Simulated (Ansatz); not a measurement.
H4SSiSn, SMILES [SiH2]1[S][SnH2]1, vertical and adiabatic energies of changing the electron count

With the Python package of Ansatz (0.2.0).

Typed at the interpreter:
```pycon
>>> import itertools
>>> import ansatz
>>> from ase import Atoms
>>> from ase.data import atomic_numbers, covalent_radii
>>> import numpy as np
>>> atoms = Atoms(["Si", "S", "Sn", "H", "H", "H", "H"], positions=[
...     (-0.9064, -0.0769, -0.8098),
...     (-0.3016, -1.7927, 0.1823),
...     (0.913, 0.2417, 0.752),
...     (-2.1674, 0.4839, -0.3235),
...     (-0.5677, -0.007, -2.2581),
...     (0.5232, 0.8338, 2.3623),
...     (2.5682, 0.2493, 0.0492),
... ])
>>> h4ssisn = ansatz.Crystal.molecule_from_ase(atoms)
>>> calc = (
...     h4ssisn.calculation()
...     .basis(gaussian="def2-SVP")
...     .functional("B3LYP")
...     .scf(lower_state_search="light")
... )
>>> symbols = [site.symbol for site in h4ssisn.cartesian_sites]
>>> start = np.array([site.position_ang for site in h4ssisn.cartesian_sites], dtype=float)
>>> data = calc.relax(force_tolerance=0.01, max_steps=100).run(threads=1).report
>>> end = np.array(data["positions_ang"])
>>> minimum = ansatz.Crystal.molecule()
>>> for symbol, place in zip(symbols, end):
...     minimum = minimum.atom(symbol, place.tolist())
...
>>> ion = (
...     minimum.calculation()
...     .basis(gaussian="def2-SVP")
...     .functional("B3LYP")
...     .scf(lower_state_search="light")
...     .charge(1)
...     .spin("collinear", total=1)
... )
>>> vertical = ion.run(threads=1).report
>>> settled = ion.relax(force_tolerance=0.01, max_steps=80).run(threads=1).report
>>> print(f"vertical ionisation energy   {vertical['free_energy_ev'] - data['free_energy_ev']:.3f} eV")
vertical ionisation energy   8.787 eV
>>> print(f"adiabatic, no zero point     {settled['free_energy_ev'] - data['free_energy_ev']:.3f} eV")
adiabatic, no zero point     8.317 eV
>>> print(f"relaxation energy of the ion {vertical['free_energy_ev'] - settled['free_energy_ev']:.3f} eV")
relaxation energy of the ion 0.470 eV
>>> ionised = np.array(settled["positions_ang"])
>>> # pairs closer than 1.2 times the sum of covalent radii, before or after
>>> radius = [covalent_radii[atomic_numbers[s]] for s in symbols]
>>> span = lambda where, i, j: np.linalg.norm(where[i] - where[j])
>>> bonded = [(i, j) for i, j in itertools.combinations(range(len(symbols)), 2) if min(span(end, i, j), span(ionised, i, j)) < 1.2 * (radius[i] + radius[j])]
>>> print("pair        before    after (A)")
pair        before    after (A)
>>> for i, j in bonded:
...     print(f"{symbols[i]}{i}-{symbols[j]}{j}".ljust(10), f"{span(end, i, j):8.4f} {span(ionised, i, j):8.4f}")
...
Si0-S1       2.1291   2.1060
Si0-Sn2      2.5143   2.8023
Si0-H3       1.4889   1.4781
Si0-H4       1.4888   1.4807
S1-Sn2       2.5767   2.5006
Sn2-H5       1.7169   1.6983
Sn2-H6       1.7171   1.7021
```

Notes:
- The settings weren't tested for convergence.
- The energies are electronic: no zero-point or thermal terms, and the basis set is short of its limit. The product may relax into another structure. Each relaxation finds its nearest minimum, which needn't be the lowest.
- def2 sets replace the cores of elements past krypton by effective core potentials.
- b3lyp holds the VWN-RPA fit, as in Gaussian; the form of ORCA and Turbomole is b3lyp5.
- The whole script took 2.3 min on 1 thread of Arm Neoverse V1, on a shared host, peak memory 0.34 GiB.
